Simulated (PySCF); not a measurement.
**SmI2: other functionals and bases at one geometry**

Aim: see how levels, charges and forces of SmI2 depend on the level of theory. The structure is generated, not taken from experiment.

Computed with PySCF 2.14.0. Level: several levels, as the steps say, no spin–orbit coupling.

1 further run of the same task is left out (for a known fault of the program).

### 1 Where the work starts

3 atoms, charge 0, spin multiplicity 1.

Bond lengths: Sm1–I2 3.031 Å, Sm1–I3 3.031 Å. Angles: I2–Sm1–I3 165.6°.

Geometry (Å):

```xyz
3
I2Sm
Sm    0.0000    0.0000   -0.2005
I     3.0068    0.0000    0.1794
I    -3.0068    0.0000    0.1794
```

Formal oxidation states: Sm +2. Each metal's 6 4f electrons lie in its core potential, so multiplicities, spins and levels count the valence alone. An earlier session relaxed this geometry at PBE0, Sm lcecp-0-SVP with ECP52, I def2-SVP with ECP28 (singlet, point group C2v).

At PBE0 on the finer grid: E = -624.436556 Eh, frontier levels not given, since the 4f levels lie in the core, Mulliken charge on Sm1 +0.82 e, largest force component 0.011 eV/Å. 

Levels to run: r2SCAN; HF; PBE0, TZVP. Hardware: 2 threads of Intel Xeon Platinum 8259CL at 2.50GHz (Skylake/Cascade Lake), shared host.

### 2 r2SCAN

Input file run.py (the lines that set the calculation):

```python
mol = gto.M(atom='''
Sm     0.00000     0.00000    -0.20051
I      3.00684     0.00000     0.17937
I     -3.00684     0.00000     0.17937''',
    basis={'Sm': 'lcecp-0-SVP', 'I': 'def2-SVP'},
    ecp={'Sm': 'lcecp-0-SVP', 'I': 'def2-SVP'},
    charge=0, spin=0)
mf = dft.RKS(mol, xc='R2SCAN')
mf.grids.atom_grid = (75, 302)  # f atoms: unpruned, at least (60, 302)
mf = mf.density_fit()  # fitting sets: Sm AutoAux, I def2-universal-JKFIT
mf.conv_tol = 1e-08; mf.max_cycle = 55
mf.kernel(dm0)  # dm0: the density of the relaxed state
```

The run is started by

```bash
OMP_NUM_THREADS=2 python run.py
```

### 3 HF

run.py (the lines that set the calculation): that of step 2 with these lines changed.

```diff
@@ -7,4 +7,3 @@
     charge=0, spin=0)
-mf = dft.RKS(mol, xc='R2SCAN')
-mf.grids.atom_grid = (75, 302)  # f atoms: unpruned, at least (60, 302)
+mf = scf.RHF(mol)
 mf = mf.density_fit()  # fitting sets: Sm AutoAux, I def2-universal-JKFIT
```

### 4 PBE0, TZVP

Basis: Sm lcecp-0-TZVP with ECP52, I def2-TZVP with ECP28. 

Input file run.py (the lines that set the calculation):

```python
mol = gto.M(atom='''
Sm     0.00000     0.00000    -0.20051
I      3.00684     0.00000     0.17937
I     -3.00684     0.00000     0.17937''',
    basis={'Sm': 'lcecp-0-TZVP', 'I': 'def2-TZVP'},
    ecp={'Sm': 'lcecp-0-TZVP', 'I': 'def2-TZVP'},
    charge=0, spin=0)
mf = dft.RKS(mol, xc='PBE0')
mf.grids.atom_grid = (75, 302)  # f atoms: unpruned, at least (60, 302)
mf = mf.density_fit()  # fitting sets: Sm AutoAux, I def2-universal-JKFIT
mf.conv_tol = 1e-08; mf.max_cycle = 55
mf.kernel(dm0)  # dm0: free metal ions and neutral atoms
```

Before running it: what results should come out? Wanted: for each run, charge on Sm1; dipole; largest force.

As calculated:

| level | state | charge on Sm1 (e) | dipole (D) | largest force (eV/Å) | basis functions | time |
| --- | --- | --- | --- | --- | --- | --- |
| PBE0 (relaxed here) | singlet | 0.82 | 2.13 | 0.01 | 83 | 10 s |
| r2SCAN | singlet | 0.82 | 2.15 | 0.05 | 83 | 7.2 s |
| HF | singlet | 1.05 | 2.35 | 0.47 | 83 | 4.4 s |
| PBE0, TZVP | singlet | 1.14 | 2.10 | 0.03 | 147 | 15 s |

Times are on 2 threads of Intel Xeon Platinum 8259CL at 2.50GHz (Skylake/Cascade Lake), shared host; the first row also made further properties.

The largest leftover force, 0.47 eV/Å with HF, stands at a geometry relaxed at another level. The Mulliken charge on Sm spans +0.82 to +1.14 e over the levels. With 4f in the core, its levels are missing from HOMO and gap. Total energies of different levels can't be compared. Spin–orbit coupling is left out throughout.
